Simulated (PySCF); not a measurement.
# Cl6Os ([OsCl6]3-): the cost of one run

Computed with PySCF 2.14.0 and routines of our own; the level stands in each step. Atoms count from 0.

## 1. The system as given

7 atoms, charge -3, states of the metal's open shell are computed; geometry from: model start, shaken.

## 2. Optimising the geometry at PBE0-D3(BJ)/def2-SVP

Job settings and geometry (Å):

```
{"job": {"xc": "PBE0", "basis": "def2-SVP", "d3": "d3bj", "grid": 1, "maxiter": 45, "solvent": "water", "kind": "geom"}, "charge": -3, "metal": "Os", "open_shell": "d5"}
Os     0.000020     0.004480    -0.004110
Cl    -0.013360    -0.006820     2.315130
Cl     0.000900     0.020100    -2.337380
Cl     2.320690     0.007350     0.005350
Cl    -2.328420    -0.013960    -0.000440
Cl     0.010430     2.309840    -0.006860
Cl    -0.028520    -2.349340    -0.027630
```

Started as:

```bash
$ OMP_NUM_THREADS=1 python lf_run.py task.json out
```

The driver reads the jobs from task.json and runs them one after another.

**Question.** How long does this first job take on 1 thread of Intel Xeon 6975P-C, shared host, and how much memory does it need?

About 3.9 min, with a peak of 1.1 GiB.
